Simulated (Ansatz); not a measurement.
# GeOF3 radical: how energies converge with the basis set

How large a basis does GeOF3 radical need? Two functionals are run in growing sets.

Method: one geometry, several basis sets; program: Ansatz 0.2.0, Gaussian basis.

Levels to be run: PBE0-D4/def2-SVP; ωB97M-V/def2-SVP; PBE0-D4/def2-QZVPP; ωB97M-V/def2-QZVPP; the functionals' def2-TZVPP values are taken from earlier runs.

## 1. Structure used throughout

The geometry comes from an earlier relaxation with PBE0-D4 in a triple-zeta def2 set; it is a stationary point.

SMILES `[O][Ge]([F])([F])[F]`, 5 atoms, charge 0, spin multiplicity 2.

Atoms are counted from 1 here; the program's logs count them from 0.

Bond lengths: O1–Ge2 1.770 Å, Ge2–F3 1.697 Å, Ge2–F4 1.697 Å, Ge2–F5 1.697 Å. Angles: O1–Ge2–F3 107.1°, O1–Ge2–F4 112.2°, O1–Ge2–F5 111.5°, F3–Ge2–F4 109.3°, F3–Ge2–F5 109.9°, F4–Ge2–F5 106.8°.

## 2. PBE0-D4 in def2-SVP

in.yaml reads:

```yaml
crystal:
  periodic: [false, false, false]
  atoms:
    - {symbol: O, position_ang: [-0.574372, 0.094574, 1.657496]}
    - {symbol: Ge, position_ang: [0.003896, -0.010421, -0.012442]}
    - {symbol: F, position_ang: [1.388555, -0.990954, -0.000172]}
    - {symbol: F, position_ang: [-1.154519, -0.688286, -1.051304]}
    - {symbol: F, position_ang: [0.386339, 1.521386, -0.634978]}
basis:
  gaussian: {orbitals: def2-SVP}
magnetization: {spin_polarized: true, initial_magnetization: 1}
hamiltonian: {xc: pbe0, dispersion: d4}
output: {orbitals: {seedname: orbitals}}
```

Further steps of the session: ωB97M-V in def2-SVP; PBE0-D4 in def2-QZVPP; ωB97M-V in def2-QZVPP.

Before running them: what should the planned runs give, taken together? Wanted: PBE0-D4: double and triple zeta above quadruple; ωB97M-V: double and triple zeta above quadruple.

The runs gave:

| quantity | value |
| --- | --- |
| PBE0-D4: double and triple zeta above quadruple | 22.02, 1.83 eV |
| ωB97M-V: double and triple zeta above quadruple | 22.15, 1.74 eV |

What this shows: PBE0-D4 gains 20.19 eV from double to triple zeta, then 1.83 eV more. These are total energies; as a rule much of such shifts cancels in differences, which this series doesn't test.
